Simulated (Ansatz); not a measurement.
## Ba₃BiP, space group Pm-3m: a relaxation of cell and ions, step by step

Computed with Ansatz 0.2.0, Python API.

Contents of `ba3bip.cif`:
```cif
data_Ba3BiP
_cell_length_a 6.142485
_cell_length_b 6.142485
_cell_length_c 6.142485
_cell_angle_alpha 90.00000
_cell_angle_beta 90.00000
_cell_angle_gamma 90.00000
_symmetry_space_group_name_H-M 'P 1'
_symmetry_Int_Tables_number 1
loop_
_symmetry_equiv_pos_as_xyz
'x, y, z'
loop_
_atom_site_label
_atom_site_type_symbol
_atom_site_fract_x
_atom_site_fract_y
_atom_site_fract_z
Ba1 Ba    0.000000    0.500000    0.500000
Ba2 Ba    0.500000    0.000000    0.500000
Ba3 Ba    0.500000    0.500000    0.000000
Bi4 Bi    0.000000    0.000000    0.000000
P5 P    0.500000    0.500000    0.500000
```

Notebook, run cell by cell (the value of a cell's last expression is shown):

```python
import ansatz as az
from ase.data import atomic_numbers
from ase.io import read
import numpy as np
import spglib
```

```python
OCCUPATIONS = "Fermi-Dirac"
K_SPACING = 0.29
FUNCTIONAL = "PBEsol"
TOLERANCE = 1e-07
FORCE_TOL = 0.05

def edges_and_angles(cell):
    cell = np.asarray(cell)
    a, b, c = np.linalg.norm(cell, axis=1)
    cosines = cell[1] @ cell[2] / (b * c), cell[0] @ cell[2] / (a * c), cell[0] @ cell[1] / (a * b)
    return (a, b, c, *np.degrees(np.arccos(cosines)))
```

```python
atoms = read("ba3bip.cif")
crystal = az.Crystal.from_ase(atoms)

# edges free, angles fixed
calculation = (
    crystal.calculation()
    .occupations(OCCUPATIONS)
    .kpoints(spacing=K_SPACING)
    .functional(FUNCTIONAL)
    .scf(tolerance=TOLERANCE)
    .relax(force_tolerance=FORCE_TOL, fix_cell=["angles"])
    .density_of_states(energy_step=0.1, nscf_kmesh_spacing=0.2)
    .band_table()
)
steps = []
```

```python
def collect(event):
    if event["event"] == "relax_step":
        steps.append(event["data"])
```

```python
result = calculation.session().plan().execute(on_event=collect)
data = result.report
```

    DeckWarning: basis.ecutwfc = 420 eV, auto-derived from the records' recommended cutoffs: set by Ba (normal level)
    DeckWarning: relax.cell: scf.convergence.dr2_threshold = 1e-7 eV (the SCF's general default) is looser than the 5e-10 eV advised for a relaxation that steers and ends on the stress (1e-10 eV for each atom of the cell: 5). What an SCF threshold leaves in a stress goes as its square root, and in the free energy as the threshold itself, and one threshold admits the most on a small cell: of the [...]

```python
data["converged"], data["free_energy_ev"]
```

    (True, -30574.224178546723)

```python
data["free_energy_ev"]
```

    -30574.224178546723

```python
print("step   energy (eV)     max comp. (eV/A)   P (GPa)  SCF")
for s in steps:
    print(f"{s['step']:4d} {s['lagrangian_ev']:15.5f} {s['allowed_force_max_ev_ang']:12.4f} {s['pressure_gpa']:10.3f} {s['n_scf']:5d}")
```

    step   energy (eV)     max comp. (eV/A)   P (GPa)  SCF
       1    -30574.15421       0.0000     -1.518     6
       2    -30574.21734       0.0000     -0.521     7
       3    -30574.22463       0.0000      0.052     6
       4    -30574.22468       0.0000     -0.002     4
       5    -30574.22418       0.0000     -0.003     3

```python
first, last = steps[0], steps[-1]
symbols = [site.symbol for site in result.lattice.sites]
print(f"energy gained {first['lagrangian_ev'] - last['lagrangian_ev']:.4f} eV in {len(steps) - 1} steps")
for label, vectors in (("before", first["cell_ang"]), ("after", result.lattice.cell_ang)):
    print(label, "a b c (A) {:.4f} {:.4f} {:.4f}  angles {:.2f} {:.2f} {:.2f}".format(*edges_and_angles(vectors)), f" V = {abs(np.linalg.det(vectors)):.3f} A^3")
print("final stress xx yy zz (GPa, compression positive):", np.round(np.diag(data["stress_gpa"]), 3) + 0.0)
```

    energy gained 0.0700 eV in 4 steps
    before a b c (A) 6.1425 6.1425 6.1425  angles 90.00 90.00 90.00  V = 231.757 A^3
    after a b c (A) 6.0161 6.0161 6.0161  angles 90.00 90.00 90.00  V = 217.744 A^3
    final stress xx yy zz (GPa, compression positive): [-0.003 -0.003 -0.003]

```python
change = np.array(last["positions_ang"]) @ np.linalg.inv(last["cell_ang"]) - np.array(first["positions_ang"]) @ np.linalg.inv(first["cell_ang"])
moved = np.linalg.norm(change @ np.array(last["cell_ang"]), axis=1)
print("displacement within the cell, strain taken out (A):", " ".join(f"{s}:{d:.3f}" for s, d in zip(symbols, moved)))

fractions = [site.position_frac for site in result.lattice.sites]
numbers = [atomic_numbers[s] for s in symbols]
for tolerance in (1e-3, 1e-2, 1e-1):
    print(f"space group at {tolerance} A:", spglib.get_spacegroup((result.lattice.cell_ang, fractions, numbers), symprec=tolerance))

for key in ("converged", "n_iterations", "n_electrons", "n_kpoints", "n_pw", "n_symmetry_ops", "free_energy_ev", "fermi_energy_ev"):
    print(f"{key:18s} {data[key]}")
```

    displacement within the cell, strain taken out (A): Ba:0.000 Ba:0.000 Ba:0.000 Bi:0.000 P:0.000
    space group at 0.001 A: Pm-3m (221)
    space group at 0.01 A: Pm-3m (221)
    space group at 0.1 A: Pm-3m (221)
    converged          True
    n_iterations       3
    n_electrons        50.0
    n_kpoints          10
    n_pw               4337
    n_symmetry_ops     48
    free_energy_ev     -30574.224178546723
    fermi_energy_ev    6.8645002946511235

```python
dos = result.density_of_states()
energy = np.asarray(dos.energies_ev) - dos.fermi_ev
top = min(levels[-1] for levels in data["eigenvalues_ev"]) - dos.fermi_ev  # the computed bands end here
total = np.asarray(dos.spin_summed_g_bin_mean_per_ev)
print("E - E_F (eV)   states/eV")
for e in np.arange(-8, min(6, top), 0.5):
    print(f"{e:8.1f} {np.interp(e, energy, total):12.3f}")
```

    E - E_F (eV)   states/eV
        -8.0        1.287
        -7.5        0.009
        -7.0        0.000
        -6.5        0.000
        -6.0        0.000
        -5.5        0.000
        -5.0        0.000
        -4.5        0.000
        -4.0        0.000
        -3.5        0.000
        -3.0        0.000
        -2.5        2.865
        -2.0        3.902
        -1.5        3.274
        -1.0       14.301
        -0.5        0.943
         0.0        0.005
         0.5        0.949
         1.0        4.326
         1.5        8.484
         2.0        8.940
         2.5        2.593
         3.0        6.092
         3.5        8.868

Caveats:
- Absolute energies stand on the zero of these potentials, so only differences at equal settings mean something. A total without «per atom» is that of the cell as typed.
- Forces vanish by symmetry, so the ions can't move, and the end may be a saddle.
- With fixed filling the reported Fermi level is the top filled level among the k-points of the SCF.
- The zero of the levels is a convention of the potentials, so an absolute Fermi energy is no work function.
- Energies along a relaxation are free energies. Rows at an unchanged volume are solved on a plane-wave basis chosen afresh for that cell, so the energy jumps there and such rows are no steps of the walk.
- Spin-orbit coupling, which matters for elements this heavy, is left out.
- The structure comes from a database of computed cells and needn't be a stable or known phase.
- Warnings are shown shortened and without file and line.
- The computed bands are complete only to about 3.5 eV above the Fermi level; beyond that the density of states is undercounted.
- Run time: 32 s on 1 thread of Arm Neoverse V2, with other jobs on the host, peak memory 0.6 GiB.

(Lines on the test bed's own set-up are left out of the output.)
